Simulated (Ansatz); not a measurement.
# C3H10FNSn: how energies converge with the basis set

Aim: see how fast density functionals converge with the basis set for C3H10FNSn.

Computed with Ansatz 0.2.0, Gaussian basis. Level: one geometry, several basis sets.

Levels to be run: PBE0-D4/def2-SVP; ωB97M-V/def2-SVP; PBE0-D4/def2-QZVPP; ωB97M-V/def2-QZVPP; the functionals' def2-TZVPP values are taken from earlier runs.

3 further runs of the same task are left out: 3 that didn't finish.

## (1) The relaxed structure

The geometry comes from an earlier relaxation with PBE0-D4 in a triple-zeta def2 set; it is a stationary point, not always the lowest conformer. Sn takes the def2 core potential; no spin-orbit term is included.

SMILES `C[N](C)[SnH]([CH3])[F]`, 16 atoms, charge 0, spin multiplicity 1.

Atoms are counted from 1 here; the program's logs count them from 0.

Bond lengths: C1–N2 1.442 Å, C1–H7 1.093 Å, C1–H8 1.099 Å, C1–H9 1.101 Å, N2–C3 1.442 Å, N2–Sn4 2.002 Å, C3–H10 1.099 Å, C3–H11 1.101 Å, C3–H12 1.093 Å, Sn4–C5 2.119 Å, Sn4–F6 1.943 Å, Sn4–H13 1.703 Å, C5–H14 1.090 Å, C5–H15 1.090 Å, C5–H16 1.089 Å. Angles: N2–C1–H7 111.0°, N2–C1–H8 110.3°, N2–C1–H9 113.1°, H7–C1–H8 107.2°, H7–C1–H9 107.7°, H8–C1–H9 107.3°, C1–N2–C3 112.9°, C1–N2–Sn4 120.2°, C3–N2–Sn4 120.1°, N2–C3–H10 110.3°, N2–C3–H11 113.0°, N2–C3–H12 110.9°, H10–C3–H11 107.3°, H10–C3–H12 107.4°, H11–C3–H12 107.7°, N2–Sn4–C5 110.4°, N2–Sn4–F6 108.7°, N2–Sn4–H13 108.0° and more.

## (2) PBE0-D4 in def2-SVP

File in.yaml:

```yaml
crystal:
  periodic: [false, false, false]
  atoms:
    - {symbol: C, position_ang: [0.430927, 1.465634, 0.656132]}
    - {symbol: N, position_ang: [0.595086, 0.034637, 0.583935]}
    - {symbol: C, position_ang: [1.139221, -0.529260, 1.794981]}
    - {symbol: Sn, position_ang: [-0.608674, -1.060920, -0.581837]}
    - {symbol: C, position_ang: [-1.019158, -0.035518, -2.390360]}
    - {symbol: F, position_ang: [-2.344142, -1.207293, 0.278670]}
    - {symbol: H, position_ang: [0.043508, 1.863881, -0.285333]}
    - {symbol: H, position_ang: [1.398931, 1.951405, 0.840741]}
    - {symbol: H, position_ang: [-0.252107, 1.781301, 1.459972]}
    - {symbol: H, position_ang: [2.126669, -0.096526, 2.006571]}
    - {symbol: H, position_ang: [0.505623, -0.347820, 2.676824]}
    - {symbol: H, position_ang: [1.271211, -1.609953, 1.696418]}
    - {symbol: H, position_ang: [-0.019977, -2.658554, -0.592149]}
    - {symbol: H, position_ang: [-0.093697, 0.327597, -2.837082]}
    - {symbol: H, position_ang: [-1.677420, 0.806053, -2.175793]}
    - {symbol: H, position_ang: [-1.518901, -0.707363, -3.087390]}
basis:
  gaussian: {orbitals: def2-SVP}
hamiltonian: {xc: pbe0, dispersion: d4}
output: {orbitals: {seedname: orbitals}}
```

The runs that follow: ωB97M-V in def2-SVP; PBE0-D4 in def2-QZVPP; ωB97M-V in def2-QZVPP.

Before running them: what should the planned runs give, taken together? Wanted: PBE0-D4: double and triple zeta above quadruple; ωB97M-V: double and triple zeta above quadruple.

As calculated:

```
                                       quantity           value
PBE0-D4: double and triple zeta above quadruple   9.67, 0.51 eV
ωB97M-V: double and triple zeta above quadruple  10.05, 0.50 eV
```

**Reading.** For PBE0-D4 the step from double to triple zeta gains 9.16 eV and the next only 0.51 eV. Total energies overstate the basis error of differences, where much of it tends to cancel. The LUMO of ωB97M-V is positive and keeps falling with the basis (2.38 to 1.21 eV): an unbound level that the basis holds in place.
